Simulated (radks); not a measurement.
**Valence configurations of Tm⁺**

Aim: which of several valence configurations of Tm⁺ lies lowest at this level, and whether it is the one NIST lists ([Xe] 4f13 6s1).

Program: radks (a radial shooting solver on a logarithmic mesh, Libxc functionals) version 1. Level of theory: scalar-relativistic Kohn-Sham, LDA (Slater exchange, Perdew-Wang correlation), spin-polarised, spherical densities, point nucleus; open shells are filled with parallel spins first. These are calculated values, not measurements, unless marked.

### 1 What is computed

```
element       : thulium (Z = 69)
charge        : +1
electrons     : 68
configuration : [Xe] 4f13 6s1
others tried  : 4f12.5 6s1.5; 4f12 6s2; 4f12 5d1 6s1; 4f12 6s1 6p1; 4f11 5d1 6s1 6p1; 4f13 6p1; 4f11 5d2 6s1; 4f13 5d1; 4f11.5 5d1 6s1.5
```

The outer shells:

Tm⁺
```
[Xe] core
4f [↑↓][↑↓][↑↓][↑↓][↑↓][↑↓][↑ ]
6s [↑ ]
```

### 2 [Xe] 4f13 6s1

The run's settings:

```text
Z 69
configuration [Xe] 4f13 6s1
relativity scalar-relativistic
functional lda,pw
spin polarised
nucleus point
c 137.035999084
```

### 3 [Xe] 4f12.5 6s1.5

The run's settings:

```text
Z 69
configuration [Xe] 4f12.5 6s1.5
relativity scalar-relativistic
functional lda,pw
spin polarised
nucleus point
c 137.035999084
```

### 4 [Xe] 4f12 6s2

The run's settings:

```text
Z 69
configuration [Xe] 4f12 6s2
relativity scalar-relativistic
functional lda,pw
spin polarised
nucleus point
c 137.035999084
```

### 5 [Xe] 4f12 5d1 6s1

The run's settings:

```text
Z 69
configuration [Xe] 4f12 5d1 6s1
relativity scalar-relativistic
functional lda,pw
spin polarised
nucleus point
c 137.035999084
```

### 6 [Xe] 4f12 6s1 6p1

The run's settings:

```text
Z 69
configuration [Xe] 4f12 6s1 6p1
relativity scalar-relativistic
functional lda,pw
spin polarised
nucleus point
c 137.035999084
```

### 7 [Xe] 4f11 5d1 6s1 6p1

The run's settings:

```text
Z 69
configuration [Xe] 4f11 5d1 6s1 6p1
relativity scalar-relativistic
functional lda,pw
spin polarised
nucleus point
c 137.035999084
```

### 8 [Xe] 4f13 6p1

The run's settings:

```text
Z 69
configuration [Xe] 4f13 6p1
relativity scalar-relativistic
functional lda,pw
spin polarised
nucleus point
c 137.035999084
```

### 9 [Xe] 4f11 5d2 6s1

The run's settings:

```text
Z 69
configuration [Xe] 4f11 5d2 6s1
relativity scalar-relativistic
functional lda,pw
spin polarised
nucleus point
c 137.035999084
```

### 10 [Xe] 4f13 5d1

The run's settings:

```text
Z 69
configuration [Xe] 4f13 5d1
relativity scalar-relativistic
functional lda,pw
spin polarised
nucleus point
c 137.035999084
```

### 11 [Xe] 4f11.5 5d1 6s1.5

The run's settings:

```text
Z 69
configuration [Xe] 4f11.5 5d1 6s1.5
relativity scalar-relativistic
functional lda,pw
spin polarised
nucleus point
c 137.035999084
```

**Question.** What will these runs give? Wanted: for each run, valence; E − E(NIST configuration); moment; highest level; its energy; 1s shift.

**Answer**, as computed:

```
         valence  E − E(NIST configuration) (eV)  moment (μB)  highest level  its energy (eV)  1s shift (eV)
        4f13 6s1                           0.000            2        4f down           -9.616          +0.00
    4f12.5 6s1.5                           1.038            2        6s down          -10.032          -4.21
        4f13 5d1                           2.773            2          5d up           -6.143          +1.41
        4f12 6s2                           3.629            2        6s down          -11.000          -8.88
        4f13 6p1                           3.863            2          6p up           -6.635          -1.45
    4f12 5d1 6s1                           4.589            4          5d up           -8.756          -6.63
    4f12 6s1 6p1                           7.444            4          6p up           -7.690         -10.18
4f11.5 5d1 6s1.5                           8.479            4          5d up          -10.133         -11.44
    4f11 5d2 6s1                          13.763            6          5d up          -10.315         -14.06
4f11 5d1 6s1 6p1                          17.926            6          6p up           -8.060         -17.87
```

In words: Theory agrees with NIST among these: the next, 4f12.5 6s1.5, lies 1.038 eV higher. The energies are those of spherical high-spin densities, not of single terms. The 1s eigenvalue shifts by up to 17.87 eV as the valence charge is rearranged.
